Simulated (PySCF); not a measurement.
# TaHOH: relaxation and vibrations of the doublet

The task is one start of a wider search on TaHOH: the doublet, from a bent start. It is relaxed, tested by its Hessian and followed downhill if it is a saddle.

Computed with PySCF 2.14.0. Level: PBE0, basis Ta def2-TZVP with ECP60, H def2-TZVP, O def2-TZVP, scalar-relativistic core potentials, no spin–orbit coupling, density fitting.

### Step 1. The starting structure

4 atoms, charge 0, spin multiplicity 2.

Bond lengths: Ta1–H2 1.780 Å, Ta1–O3 2.090 Å, O3–H4 0.960 Å. Angles: H2–Ta1–O3 110.0°, Ta1–O3–H4 130.0°.

Coordinates in bohr (charge 0 multiplicity 2):
```
Ta    0.0000    0.0000    0.0000
H     2.7554    0.0000    1.9294
O    -3.2352    0.0000    2.2654
H    -4.1905    1.3897    2.9342
```

### Step 2. The SCF at the typed geometry

One driver script runs all steps and calls PySCF; scf.py shows how it sets up the SCF of each step. The optimiser is the driver's own. After this first run the driver tries any further starts and a stability analysis.

File scf.py:

```python
from pyscf import gto, scf, dft
mol = gto.M(atom='''
Ta     0.000000     0.000000     0.000000
H      1.458100     0.000000     1.021000
O     -1.712000     0.000000     1.198800
H     -2.217500     0.735400     1.552700''',
    basis={'Ta': 'def2-TZVP', 'H': 'def2-TZVP', 'O': 'def2-TZVP'},
    ecp={'Ta': 'def2-TZVP'},
    charge=0, spin=1)
mf = dft.UKS(mol, xc='PBE0')
mf.grids.atom_grid = (50, 194)
aux = {'Ta': 'def2-universal-JKFIT', 'H': 'def2-universal-JKFIT', 'O': 'def2-universal-JKFIT'}
mf = mf.density_fit(auxbasis=aux)
mf.conv_tol = 1e-08
mf.diis_space = 10
mf.max_cycle = 60
mf.init_guess = 'minao'
mf.verbose = 4
mf.kernel()
```

Command:

```sh
> OMP_NUM_THREADS=2 python axn.py task.json out
```

Standard output:

```text
[... the frontier levels of the middle cycles are left out ...]
init E= -114.630797126235
[... the frontier-level lines of each cycle are left out ...]
cycle= 1 E= -133.087912723288  delta_E= -18.5  |g|= 0.587  |ddm|= 3.53
cycle= 2 E= -132.889525756098  delta_E= 0.198  |g|= 0.922  |ddm|= 1.64
cycle= 3 E= -133.243023449777  delta_E= -0.353  |g|= 0.188  |ddm|= 0.827
cycle= 4 E= -133.258366071185  delta_E= -0.0153  |g|= 0.073  |ddm|= 0.27
cycle= 5 E= -133.262192977065  delta_E= -0.00383  |g|= 0.0164  |ddm|= 0.111
cycle= 6 E= -133.262797428375  delta_E= -0.000604  |g|= 0.00851  |ddm|= 0.0403
cycle= 7 E= -133.263583028  delta_E= -0.000786  |g|= 0.00599  |ddm|= 0.0724
cycle= 8 E= -133.263985131355  delta_E= -0.000402  |g|= 0.00466  |ddm|= 0.0482
cycle= 9 E= -133.264327437087  delta_E= -0.000342  |g|= 0.00407  |ddm|= 0.0504
cycle= 10 E= -133.264575219467  delta_E= -0.000248  |g|= 0.00392  |ddm|= 0.0388
cycle= 11 E= -133.264624439677  delta_E= -4.92e-05  |g|= 0.00403  |ddm|= 0.00749
cycle= 12 E= -133.264273688835  delta_E= 0.000351  |g|= 0.0025  |ddm|= 0.0806
cycle= 13 E= -133.264242832818  delta_E= 3.09e-05  |g|= 0.00179  |ddm|= 0.0404
cycle= 14 E= -133.264275617522  delta_E= -3.28e-05  |g|= 0.0019  |ddm|= 0.0168
[... 1 cycles left out ...]
cycle= 16 E= -133.264159171251  delta_E= 9.59e-05  |g|= 0.00114  |ddm|= 0.0506
cycle= 17 E= -133.264149605996  delta_E= 9.57e-06  |g|= 0.000806  |ddm|= 0.0173
cycle= 18 E= -133.264152234737  delta_E= -2.63e-06  |g|= 0.000565  |ddm|= 0.00902
cycle= 19 E= -133.264154342816  delta_E= -2.11e-06  |g|= 0.00034  |ddm|= 0.00506
cycle= 20 E= -133.264155913824  delta_E= -1.57e-06  |g|= 0.000305  |ddm|= 0.00418
cycle= 21 E= -133.264156906546  delta_E= -9.93e-07  |g|= 0.000204  |ddm|= 0.00277
cycle= 22 E= -133.264158163778  delta_E= -1.26e-06  |g|= 0.000142  |ddm|= 0.0055
cycle= 23 E= -133.264158497424  delta_E= -3.34e-07  |g|= 7.92e-05  |ddm|= 0.00257
cycle= 24 E= -133.264158604935  delta_E= -1.08e-07  |g|= 7.58e-05  |ddm|= 0.00097
cycle= 25 E= -133.264158690999  delta_E= -8.61e-08  |g|= 6.47e-05  |ddm|= 0.000922
cycle= 26 E= -133.264158777749  delta_E= -8.68e-08  |g|= 6.36e-05  |ddm|= 0.000846
cycle= 27 E= -133.264158820152  delta_E= -4.24e-08  |g|= 6.45e-05  |ddm|= 0.000411
cycle= 28 E= -133.264158809486  delta_E= 1.07e-08  |g|= 6.48e-05  |ddm|= 0.000145
cycle= 29 E= -133.264158804741  delta_E= 4.75e-09  |g|= 6.45e-05  |ddm|= 0.000165
Extra cycle  E= -133.264158862556  delta_E= -5.78e-08  |g|= 7.23e-05  |ddm|= 0.000463
converged SCF energy = -133.264158862556  <S^2> = 0.83958571  2S+1 = 2.0876645
```

This step, with its further starts and checks, took 19 s on 2 threads of Arm Neoverse V1, shared host.

Energies from each starting density:

```csv
start,energy (Eh)
the minimal-basis guess,-133.264159
a thermally smeared density,-133.272450
a smeared PBE density,-133.264159
```

This is not the lowest solution: one lies 21.8 kJ/mol lower, at -133.27245 Eh, and the relaxation starts from that.

### Step 3. Relaxing the doublet from the bent start

The program finds C1 symmetry in the start. The walk stops when the largest gradient is under 0.0003 Eh/bohr and the energy has settled too.

scf.py, as its differences from that of step 2:

```diff
@@ -3,4 +3,4 @@
-Ta     0.000000     0.000000     0.000000
-H      1.458100     0.000000     1.021000
-O     -1.712000     0.000000     1.198800
-H     -2.217500     0.735400     1.552700''',
+Ta     0.141480    -0.003725    -0.109412
+H      1.599580    -0.003725     0.911588
+O     -1.570520    -0.003725     1.089388
+H     -2.076020     0.731675     1.443288''',
@@ -17 +16,0 @@
-mf.init_guess = 'minao'
```

Energy and gradient, step by step:

```csv
step,energy (Eh),change (kJ/mol),largest gradient (Eh/bohr)
0,-133.272450,0.00,0.05693
1,-133.288618,-42.45,0.03078
2,-133.289807,-45.57,0.04069
3,-133.293026,-54.02,0.00655
4,-133.293322,-54.80,0.01417
5,-133.293878,-56.26,0.01294
6,-133.294397,-57.62,0.01529
7,-133.294936,-59.04,0.00640
8,-133.295187,-59.70,0.01174
9,-133.295609,-60.80,0.00644
10,-133.295810,-61.33,0.01195
11,-133.296025,-61.90,0.00389
12,-133.296150,-62.22,0.00282
13,-133.296264,-62.52,0.00310
14,-133.296289,-62.59,0.00149
15,-133.296302,-62.62,0.00226
16,-133.296313,-62.65,0.00062
17,-133.296315,-62.66,0.00065
18,-133.296317,-62.66,0.00041
19,-133.296319,-62.67,0.00019
```

The walk took 54 s.

It settles in Cs symmetry, 62.7 kJ/mol below the start, after 19 steps: O–H 0.966 Å, Ta–H 1.775 Å, Ta–O 1.872 Å; H–O–Ta 125.7°, H–Ta–O 121.3°.

### Step 4. Hessian and properties

On the finer grid the gradient is checked again; gradients at displacements of ±0.02 bohr then give force constants and infrared intensities.

scf.py, as its differences from that of step 3:

```diff
@@ -3,4 +3,4 @@
-Ta     0.141480    -0.003725    -0.109412
-H      1.599580    -0.003725     0.911588
-O     -1.570520    -0.003725     1.089388
-H     -2.076020     0.731675     1.443288''',
+Ta     0.121477    -0.000558    -0.104175
+H      1.750053    -0.447276     0.445476
+O     -1.331642     0.021082     1.075642
+H     -2.242575     0.251734     0.853348''',
@@ -11 +11 @@
-mf.grids.atom_grid = (50, 194)
+mf.grids.atom_grid = (75, 302)
@@ -14 +14 @@
-mf.conv_tol = 1e-08
+mf.conv_tol = 1e-10
```

This SCF starts from the last density.

Log of the central SCF (cycles and frontier levels):

```text
init E= -133.296339318857
[... the frontier-level lines of each cycle are left out ...]
cycle= 1 E= -133.296339318862  delta_E= -5.03e-12  |g|= 8.97e-07  |ddm|= 3.6e-06
Extra cycle  E= -133.296339318864  delta_E= -2.7e-12  |g|= 1.11e-06  |ddm|= 3.27e-06
converged SCF energy = -133.296339318864  <S^2> = 1.473276  2S+1 = 2.6254721
```

The whole step took 93 s.

Geometry: Cs; O–H 0.966 Å, Ta–H 1.776 Å, Ta–O 1.872 Å; H–O–Ta 126.2°, H–Ta–O 121.3°.

Modes, for the most abundant isotopes:

| symmetry | ω (cm⁻¹) | IR (km/mol) | μ (u) |
| --- | --- | --- | --- |
| a'' | 298 | 30.9 | 1.06 |
| a' | 377 | 117 | 1.04 |
| a' | 546 | 77.3 | 1.16 |
| a' | 720 | 140 | 8.95 |
| a' | 1818 | 199 | 1.01 |
| a' | 3797 | 77.5 | 1.07 |

All wavenumbers are real: a minimum.

Constants and moments:

| Item | Value |
| --- | --- |
| Dipole moment | 1.95 D |
| Highest occupied level | -5.03 eV |
| Lowest empty level | -1.86 eV |
| Rotational constants | 6.21, 0.2899, 0.277 cm⁻¹ |
| Zero-point energy | 45.2 kJ/mol |
| Principal polarisabilities | 64.1, 66.9, 69.0 bohr³ |
| Atomisation energy without zero-point energy | 1189 kJ/mol |
| Principal traceless quadrupole moments about the centre of mass | -5.49, -0.51, 6.00 D Å |
| Entropy at 298.15 K and 1 bar (electronic part: spin only) | 281.2 J/(mol K) |
| Heat capacity Cp at 298.15 K | 54.9 J/(mol K) |
| Enthalpy at 298.15 K above 0 K | 12.68 kJ/mol |
| Rotational symmetry number | 1 |
| Spin squared ⟨S²⟩ | 1.473 |

Charges (e) and bond orders:

```json
{"atom": "Ta1", "Mulliken": "0.42", "Löwdin": "0.29", "polar tensor": "0.58", "spin (Mulliken)": "1.11", "Mayer order to Ta1": "–"}
{"atom": "H2", "Mulliken": "-0.14", "Löwdin": "-0.16", "polar tensor": "-0.21", "spin (Mulliken)": "-0.05", "Mayer order to Ta1": "0.96"}
{"atom": "O3", "Mulliken": "-0.60", "Löwdin": "-0.28", "polar tensor": "-0.67", "spin (Mulliken)": "-0.03", "Mayer order to Ta1": "1.20"}
{"atom": "H4", "Mulliken": "0.33", "Löwdin": "0.16", "polar tensor": "0.30", "spin (Mulliken)": "-0.03", "Mayer order to Ta1": "0.06"}
```

Mulliken populations on Ta1 (outside its core potential): s 3.23, p 6.30, d 3.00, f 0.05.

### Step 5. What came out

| quantity | value |
| --- | --- |
| minimum | broken-symmetry (Ms = 1/2), Cs |
| geometry | O–H 0.966 Å, Ta–H 1.776 Å, Ta–O 1.872 Å; H–O–Ta 126.2°, H–Ta–O 121.3° |
| wavenumbers (cm⁻¹) | 298 (a''), 377 (a'), 546 (a'), 720 (a'), 1818 (a'), 3797 (a') |
| dipole moment | 1.95 D |
| highest occupied, lowest empty level (either spin) | -5.03, -1.86 eV |
| polar-tensor charge of Ta1 | +0.58 e |
| zero-point energy | 45.2 kJ/mol |
| entropy at 298.15 K | 281.2 J/(mol K) |
| atomisation energy (no zero-point energy) | 1189 kJ/mol |
| ⟨S²⟩ | 1.473 |

In words: The bent start (C1) ends in a minimum of Cs symmetry. The determinant is spin-contaminated (⟨S²⟩ = 1.47 against 0.75), so it is no pure spin state. In the infrared the band at 1818 cm⁻¹ (a') leads. The first SCF alone would have been 22 kJ/mol too high. Only this shape and spin were tried, so other structures or states may lie lower. One determinant may miss the lowest occupation of an open d or f shell. Spin–orbit coupling, left out here, can matter for elements this heavy.

The search up to here took 2.8 min.
